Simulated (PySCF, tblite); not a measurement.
**C₄H₁₁FO₂Si: geometry, infrared bands and NMR shifts**

Wanted: the infrared bands and NMR shifts of C₄H₁₁FO₂Si (`C[Si@H](O)CCOCF`), by calculation.

Programs: tblite 0.8.0 and PySCF 2.14.0, with density-fitted response routines of our own. Each step states its level of theory. These are calculated values for one molecule in the gas phase, unless marked as measured. Atoms count from 0, in the outputs and in this text.

**1. The starting structure**

19 atoms, charge 0, multiplicity 1; geometry from: force field or distance geometry start.

Bonds of the start (Å): C0–Si1 1.84, Si1–O2 1.66, Si1–C3 1.87, C3–C4 1.53, C4–O5 1.43, O5–C6 1.42, C6–F7 1.36, C0–H8 1.10, C0–H9 1.09, C0–H10 1.09, Si1–H11 1.49, O2–H12 0.97, C3–H13 1.09, C3–H14 1.09, C4–H15 1.10, C4–H16 1.09, C6–H17 1.09, C6–H18 1.10.

**2. Geometry optimisation with GFN2-xTB**

The job: settings as JSON, then the geometry in Å.

```
{"job": {"kind": "relax", "xc": "GFN2-xTB", "basis": "xTB"}, "charge": 0, "multiplicity": 1}
C     -3.176700     0.059800    -0.408100
Si    -1.680500     0.310800     0.638500
O     -1.519700     1.882100     1.156600
C     -0.146800    -0.264100    -0.272300
C      1.147700    -0.191000     0.544400
O      2.200200    -0.675300    -0.294000
C      3.453500    -0.637300     0.380900
F      3.736800     0.656000     0.695500
H     -4.085800     0.354400     0.132800
H     -3.298400    -0.987400    -0.694700
H     -3.129200     0.660700    -1.322100
H     -1.822100    -0.530400     1.865500
H     -1.458500     2.565300     0.472800
H     -0.030100     0.312300    -1.188000
H     -0.299100    -1.298400    -0.591600
H      1.353100     0.848700     0.840500
H      1.086100    -0.801200     1.446200
H      4.231800    -1.021200    -0.281800
H      3.427800    -1.234500     1.307200
```

Command:

```console
$ OMP_NUM_THREADS=1 python probes_run.py task.json out
```

This one command runs all jobs of the session in turn.

**Question.** This job is followed by: GFN2-xTB harmonic vibrations, gas phase; GIAO PBE0/pcSseg-1 NMR shielding, non-relativistic, gas phase. Predict these results of the whole session: strongest single infrared mode (GFN2-xTB); zero-point energy (GFN2-xTB); ¹³C shifts against TMS (PBE0/pcSseg-1); ¹H shifts against TMS (PBE0/pcSseg-1, means over atoms taken as alike); ²⁹Si shifts against TMS (PBE0/pcSseg-1); ¹⁷O shifts against H2O (PBE0/pcSseg-1); ¹⁹F shifts against CFCl3 (PBE0/pcSseg-1); surface potential, 1st and 99th percentile.

As calculated:

```
                                                              quantity                                                     value
                             strongest single infrared mode (GFN2-xTB)                                      786 cm⁻¹, 275 km/mol
                                          zero-point energy (GFN2-xTB)                                             92.5 kcal/mol
                                ¹³C shifts against TMS (PBE0/pcSseg-1)                                107.6, 70.6, 24.0, 1.0 ppm
¹H shifts against TMS (PBE0/pcSseg-1, means over atoms taken as alike)  5.76, 5.51, 4.85, 4.45, 3.43, 1.23, 0.95, 0.95, 0.17 ppm
                               ²⁹Si shifts against TMS (PBE0/pcSseg-1)                                                  -1.4 ppm
                                ¹⁷O shifts against H2O (PBE0/pcSseg-1)                                           104.6, 30.1 ppm
                              ¹⁹F shifts against CFCl3 (PBE0/pcSseg-1)                                                -175.1 ppm
                                 surface potential, 1st and 99th percentile                                        -1.33 V and 2.11 V
```

In words: Relaxing lowered the energy by 0.225 eV in 32 steps; the close pair that moved most is O5–C6, from 1.424 to 1.357 Å. No mode is imaginary among the 51: a minimum at this level. The strongest single mode, at 786 cm⁻¹, moves mainly H12. GFN2-xTB is a fitted tight-binding method: band positions and strengths are rough. Its intensities can rank the bands wrongly. At PBE0/pcSseg-1: Shielding is most anisotropic at F7 (span 182 ppm, paramagnetic term -128 ppm).
